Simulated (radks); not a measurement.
**Sr³⁺ in [Ar] 3d10 4s2 4p5: an all-electron calculation**

Wanted: eigenvalues, radial structure and energy terms of the strontium ion Sr3+.

Method: scalar-relativistic Kohn-Sham, PBE, spin-polarised, spherical densities, finite nucleus; open shells are filled with parallel spins first. Code: radks (a radial shooting solver on a logarithmic mesh, Libxc functionals) version 1.

**1. Starting point**

- element: strontium (Z = 38)
- charge: +3
- electrons: 35
- configuration: [Ar] 3d10 4s2 4p5
- nuclear rms radius: 4.224 fm

The outer shells:

Sr³⁺
```
[Ar] core
3d [↑↓][↑↓][↑↓][↑↓][↑↓]
4s [↑↓]
4p [↑↓][↑↓][↑ ]
```

**2. Self-consistent calculation**

Settings of this run:

```text
Z 38
configuration [Ar] 3d10 4s2 4p5
relativity scalar-relativistic
functional pbe,pbe
spin polarised
nucleus finite rms 4.224 fm
c 137.035999084
```

Launch:

```console
$ python run_ks.py task.json out
```

The same process makes all the runs of this session.

Q: Predict the outcome of this run.

**Answer**, as computed:

```
                        quantity                     value
                    total energy       -3177.26058 hartree
exchange-correlation share of it                    3.28 %
                            −T/E                    1.0255
          highest occupied level       4p down, -49.594 eV
    most extended occupied level  4p down, <r> = 1.49 bohr
 radius at density 0.001 e/bohr³                 3.15 bohr
    maxima of the radial density                         3
         ionisation energy, NIST     56.280 (semi-emp.) eV
```

What this shows: The radial density shows 3 maxima for 4 occupied principal shells; where shells overlap, one shows as a shoulder or not at all. Relativity lifts −T/E to 1.025. Minus the highest eigenvalue, 49.594 eV, is 88 % of the tabulated ionisation energy (56.280 eV); the potential of a semilocal functional falls off too fast, so its top eigenvalue is too shallow. Open shells are spherical and high-spin; term and fine-structure splittings are not resolved.
